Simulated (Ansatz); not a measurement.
# Sc started on a K site in rocksalt KCl, 16 atoms, charge 0

Wanted: the effect of changed settings on energy, forces, pressure and convergence.

Program: Ansatz 0.2.0, PAW, plane waves. These are calculated values, not measurements.

1 further run of the same task is left out (it didn't finish).

## (1) The starting cell

16 atoms (8 Cl, 7 K, 1 Sc); a = 12.487 Å, b = 6.244 Å, c = 6.244 Å, α = 90.00°, β = 90.00°, γ = 90.00°. All atoms were shaken off their sites by about 0.02 Å along each axis. Defect site 1: (0.500, 0.500, 0.500).

## (2) Single point with PBEsol

File in.yaml:

```yaml
crystal:
  lattice:
    - [12.487268, 0.000000, 0.000000]
    - [0.000000, 6.243634, 0.000000]
    - [0.000000, 0.000000, 6.243634]
  atoms:
    - { symbol: Cl, position: [0.249000, 0.002204, 0.004409] }
    - { symbol: Cl, position: [0.752446, 0.002436, 0.003398] }
    - { symbol: Cl, position: [0.001125, 0.503906, 0.000941] }
    - { symbol: Cl, position: [0.499166, 0.498632, 0.003449] }
    - { symbol: Cl, position: [0.001175, 0.999714, 0.499651] }
    - { symbol: Cl, position: [0.498841, 0.996091, 0.497295] }
    - { symbol: Cl, position: [0.251993, 0.499041, 0.497434] }
    - { symbol: Cl, position: [0.748972, 0.499682, 0.501223] }
    - { symbol: K, position: [0.002886, 0.998138, 0.996748] }
    - { symbol: K, position: [0.499605, 0.001078, 0.999712] }
    - { symbol: K, position: [0.250006, 0.499119, 0.999981] }
    - { symbol: K, position: [0.747196, 0.501717, 0.999059] }
    - { symbol: K, position: [0.251225, 0.996674, 0.504807] }
    - { symbol: K, position: [0.748515, 0.001222, 0.498072] }
    - { symbol: K, position: [0.004366, 0.502637, 0.503480] }
    - { symbol: Sc, position: [0.502061, 0.499495, 0.497146] }
kpoints:
  mp_grid: { grid: [2, 2, 2], shift: [0.5, 0.5, 0.5] }
hamiltonian:
  xc: pbesol
scf:
  occupations: { method: fermi_dirac, width: 0.01 }
output:
  forces: true
  eigenvalues: true
  stress: true
  populations: true
```

On the command line:

```
ansatz run in.yaml --threads 7 --pin off --max-ram 13300MiB --runs-dir r --events-out ev --progress --plain
```

## (3) Changed settings: dispersion D4, occupations Methfessel–Paxton

Edit in.yaml of step 2 so:

```diff
@@ -26,4 +26,6 @@
   xc: pbesol
+  dispersion: d4
 scf:
-  occupations: { method: fermi_dirac, width: 0.01 }
+  occupations: { method: methfessel_paxton, width: 0.01 }
+  max_iter: 70
 output:
@@ -32,2 +34 @@
   stress: true
-  populations: true
```

## (4) Variant: at most 6 cycles

Edit in.yaml of step 3 so:

```diff
@@ -26,6 +26,5 @@
   xc: pbesol
-  dispersion: d4
 scf:
-  occupations: { method: methfessel_paxton, width: 0.01 }
-  max_iter: 70
+  occupations: { method: fermi_dirac, width: 0.01 }
+  max_iter: 6
 output:
```

## (5) Changed settings: 60 extra bands

Edit in.yaml of step 4 so:

```diff
@@ -28,3 +28,4 @@
   occupations: { method: fermi_dirac, width: 0.01 }
-  max_iter: 6
+  max_iter: 50
+  n_extra_bands: 60
 output:
```

## (6) Run again with mixing beta 1.0, k points Γ alone

Edit in.yaml of step 5 so:

```diff
@@ -23,3 +23,3 @@
 kpoints:
-  mp_grid: { grid: [2, 2, 2], shift: [0.5, 0.5, 0.5] }
+  mp_grid: { grid: [1, 1, 1] }
 hamiltonian:
@@ -28,4 +28,4 @@
   occupations: { method: fermi_dirac, width: 0.01 }
-  max_iter: 50
-  n_extra_bands: 60
+  max_iter: 60
+  mixing: { beta: 1 }
 output:
```

**Question.** What will these runs give? Wanted: for each run, settings; status; energy from base; forces from base.

As calculated:

| settings | status | cycles | time | energy from base (meV/atom) | forces from base (eV/Å rms) | filled to empty level on the mesh (eV) |
| --- | --- | --- | --- | --- | --- | --- |
| base | converged | 52 | 11 s (7 CPU threads) | 0 | 0 | none |
| dispersion D4, occupations Methfessel–Paxton | converged | 63 | 10 s (7 CPU threads) | - | 0.020 | - |
| at most 6 cycles | not converged | - | 3.3 s (7 CPU threads) | - | - | - |
| 60 extra bands | converged | 46 | 10 s (7 CPU threads) | 0.0 | 0.000 | - |
| mixing beta 1.0, k points Γ alone | converged | 21 | 1.2 s (7 CPU threads) | +229.7 | 0.073 | - |

The base run shows no spacing between filled and empty levels on this coarse mesh with displaced atoms and smearing, so occupations can shift between runs, and part of each change may come from that and not from the setting itself.

**Reading.** Among these variants the forces move most with mixing beta 1.0, k points Γ alone (0.073 eV/Å rms) and least with 60 extra bands (0.000). 1 of 4 variants gave no result: at most 6 cycles (not converged).
